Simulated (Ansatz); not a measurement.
# CH₃ClF₂MoO₂: basis-set convergence

An exercise on one series of results from a longer session: the logs are not shown, and one member is left open.

The runs use Ansatz 0.2.0, Gaussian basis; one geometry, several basis sets.

The runs, in order: PBE0-D4/def2-SVP; ωB97M-V/def2-SVP; PBE0-D4/def2-QZVPP; ωB97M-V/def2-QZVPP; the functionals' def2-TZVPP values are taken from earlier runs.

**Structure used throughout**

An earlier PBE0-D4 in a triple-zeta def2 set relaxation fixed the geometry. Mo takes the def2 core potential; no spin-orbit term is included.

SMILES `C[O][Mo](=[O])([F])([F])[Cl]`, 10 atoms, charge 0, spin multiplicity 1.

Atoms are counted from 1 here; the program's logs count them from 0.

Bond lengths: C1–O2 1.397 Å, C1–H8 1.096 Å, C1–H9 1.091 Å, C1–H10 1.094 Å, O2–Mo3 1.827 Å, Mo3–O4 1.646 Å, Mo3–F5 1.853 Å, Mo3–F6 1.848 Å, Mo3–Cl7 2.299 Å. Angles: O2–C1–H8 108.5°, O2–C1–H9 108.8°, O2–C1–H10 110.3°, H8–C1–H9 109.9°, H8–C1–H10 109.3°, H9–C1–H10 109.9°, C1–O2–Mo3 139.8°, O2–Mo3–O4 102.1°, O2–Mo3–F5 89.0°, O2–Mo3–F6 154.7°, O2–Mo3–Cl7 86.4°, O4–Mo3–F5 110.2°, O4–Mo3–F6 103.2°, O4–Mo3–Cl7 108.6°, F5–Mo3–F6 83.9°, F5–Mo3–Cl7 141.1°, F6–Mo3–Cl7 84.1°.

The first run:

in.yaml

```yaml
crystal:
  periodic: [false, false, false]
  atoms:
    - {symbol: C, position_ang: [0.554471, -1.592234, -0.298060]}
    - {symbol: O, position_ang: [-0.410706, -0.648171, 0.062194]}
    - {symbol: Mo, position_ang: [-0.601933, 1.161719, 0.219639]}
    - {symbol: O, position_ang: [-1.988281, 1.286754, 1.098027]}
    - {symbol: F, position_ang: [-0.981714, 1.246094, -1.592235]}
    - {symbol: F, position_ang: [-0.086448, 2.922490, -0.005886]}
    - {symbol: Cl, position_ang: [1.179057, 1.076450, 1.671399]}
    - {symbol: H, position_ang: [1.428563, -1.462020, 0.350984]}
    - {symbol: H, position_ang: [0.136669, -2.590626, -0.162287]}
    - {symbol: H, position_ang: [0.853323, -1.451655, -1.340875]}
basis:
  gaussian: {orbitals: def2-SVP}
hamiltonian: {xc: pbe0, dispersion: d4}
output: {orbitals: {seedname: orbitals}}
```

Launch:

```console
$ ansatz run in.yaml --threads 4 --pin off --events-out ev --progress --plain --max-ram 11315MiB
```

Among the steps run: PBE0-D4 in def2-SVP; ωB97M-V in def2-SVP; PBE0-D4 in def2-QZVPP; ωB97M-V in def2-QZVPP.

One table of the session follows, with a row left open; its other results are not shown here.

It belongs to the step «Functionals by basis». 

| functional | basis | HOMO (eV) | LUMO (eV) |
| --- | --- | --- | --- |
| PBE0-D4 | def2-SVP | -9.23 | -4.20 |
| PBE0-D4 | def2-TZVPP | ? | ? |
| PBE0-D4 | def2-QZVPP | -9.25 | -4.11 |
| ωB97M-V | def2-SVP | -11.47 | -2.08 |
| ωB97M-V | def2-TZVPP | -11.51 | -2.01 |
| ωB97M-V | def2-QZVPP | -11.52 | -2.00 |

Q: Estimate the row for PBE0-D4, def2-TZVPP from the others.

**Answer.** HOMO (eV): -9.24; LUMO (eV): -4.12. In the column «HOMO (eV)» it lies between PBE0-D4, def2-QZVPP (-9.25) and PBE0-D4, def2-SVP (-9.23).
